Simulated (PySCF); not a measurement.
**The bond of RbN, level by level**

One table from this session's results is given with a row withheld; the runs are named, their logs left out.

Method: Rb def2-SVP with ECP28, N def2-SVP, scalar-relativistic core potentials; program: PySCF 2.14.0.

The first run:

A driver script around PySCF takes these settings:

| Property | Result |
| --- | --- |
| atoms | Rb, N |
| charge | 0 |
| basis | Rb def2-SVP with ECP28, N def2-SVP |
| Hamiltonian | scalar-relativistic core potentials |
| basis functions | 38 |
| electrons treated | 16 |
| masses in u | 84.9118, 14.0031 |
| levels | PBE0, PBE, r²SCAN, PW91, M06-2X, LDA, LC-ωPBE, HF, MP2, SCS-MP2, CCSD, CCSD(T) |
| grid | 80 radial by 434 angular points |
| occupations | held fixed by the projection of orbital angular momentum |
| dissociation limit | Rb + N, each in its ground configuration |
| starting distance in angstrom | 2.715 |
| values of 2S to try | 0, 2, 4 |

On the command line:

```bash
$ OMP_NUM_THREADS=1 python dia.py task.json out
```

Among the steps run: Set-up; PBE0 along the bond; Other states along the same grid; PBE (GGA); r²SCAN; PW91; M06-2X (hybrid meta-GGA); LDA (local density); LC-ωPBE; ROHF (mean field); Adding correlation.

One table of the session follows, with a row left open; its other results are not shown here.

Energy (eV) from each level's lowest point:

| R (Å) | ROHF | ROHF-MP2 | ROHF-SCS-MP2 | ROHF-CCSD | ROHF-CCSD(T) |
| --- | --- | --- | --- | --- | --- |
| 2.374 | 0.348 | 0.325 | 0.334 | n/a | n/a |
| 2.485 | 0.126 | 0.117 | 0.123 | 0.197 | 0.236 |
| 2.595 | 0.022 | 0.020 | 0.023 | 0.071 | 0.101 |
| 2.678 | ? | ? | ? | ? | ? |
| 2.761 | 0.013 | 0.012 | 0.010 | 0.003 | 0.014 |
| 2.844 | 0.052 | 0.048 | 0.043 | 0.000 | 0.001 |
| 2.954 | 0.135 | 0.122 | 0.115 | 0.012 | 0.000 |
| 3.092 | 0.271 | 0.243 | 0.232 | 0.035 | 0.015 |
| 3.258 | 0.462 | 0.409 | 0.393 | 0.061 | 0.049 |
| 3.479 | 0.736 | 0.636 | 0.613 | n/a | n/a |

**Question.** Estimate the row for R (Å) = 2.678.

Worked estimate for «ROHF». A straight line through the neighbours (2.595, 0.022) and (2.761, 0.013) gives 0.022 + (0.013 − 0.022) × (2.678 − 2.595) / (2.761 − 2.595) = 0.018; a parabola fitted to 4 rows on both sides gives -0.002.

As computed: ROHF: 0.000; ROHF-MP2: 0.000; ROHF-SCS-MP2: 0.000; ROHF-CCSD: 0.024; ROHF-CCSD(T): 0.045. In «ROHF» the line misses by +0.018 and the parabola by -0.002.
